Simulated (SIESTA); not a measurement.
Mg6SiB under changes of volume

One of the cells (19.100 Å³/atom); the others are scaled copies at fixed shape and fractional positions:

```
Si Mg B
1.0
     3.97571    0.00000    0.00000
     0.00000    3.89167    4.93801
     0.00000   -3.89167    4.93801
Si Mg B
1 6 1
Direct
  0.00000 0.94650 0.94650
  0.50000 0.14036 0.14036
  0.50000 0.10223 0.66365
  0.50000 0.66365 0.10223
  0.00000 0.37137 0.37137
  0.00000 0.44420 0.81361
  0.00000 0.81361 0.44420
  0.50000 0.51809 0.51809
```

The cell comes from a database or a generator and needn't be the stable form of this composition.

```yaml
Program: SIESTA 5.4.2
Functional: LDA
Potentials_or_basis: PseudoDojo 0.4 standard (LDA files)
Basis: DZP (energy shift 0.003 Ry; two zetas on semicore shells)
Grid_cutoff: 800 Ry
Energy_shift: 0.003 Ry
k_mesh: 5 × 4 × 4
Occupations: fermi-dirac, width 0.05 eV
Spin: no spin polarisation
```

```tsv
volume (Å³/atom)	energy over the lowest point (meV/atom)	pressure (GPa)	largest force (eV/Å)
17.954	6.63	2.7	0.387
18.336	?	?	?
18.718	0.00	0.2	0.285
19.100	0.94	-0.9	0.236
19.482	4.37	-1.9	0.191
19.864	10.04	-2.8	0.147
20.246	17.75	-3.6	0.134
```

Problem. What does the run at 18.336 Å³/atom give?

Solution. Energy over the lowest point 1.80 meV/atom; pressure 1.4 GPa; largest force 0.335 eV/Å.

Worked out: A Birch-Murnaghan fit of order 3 (a polynomial in V^(-2/3)) to the other rows has its minimum at 18.77 Å³/atom with B0 = V·E''(V) = 56 GPa and B' = 3.9 at fixed shape and positions, which overstates the stiffness. It gives 1.80 meV/atom at 18.336 Å³/atom, against the run's 1.80, and -dE/dV = 1.4 GPa, against 1.4.

Energies are extrapolated to zero smearing.

Caveats: the basis of atomic orbitals isn't converged, which shifts pressures, moduli and gaps.
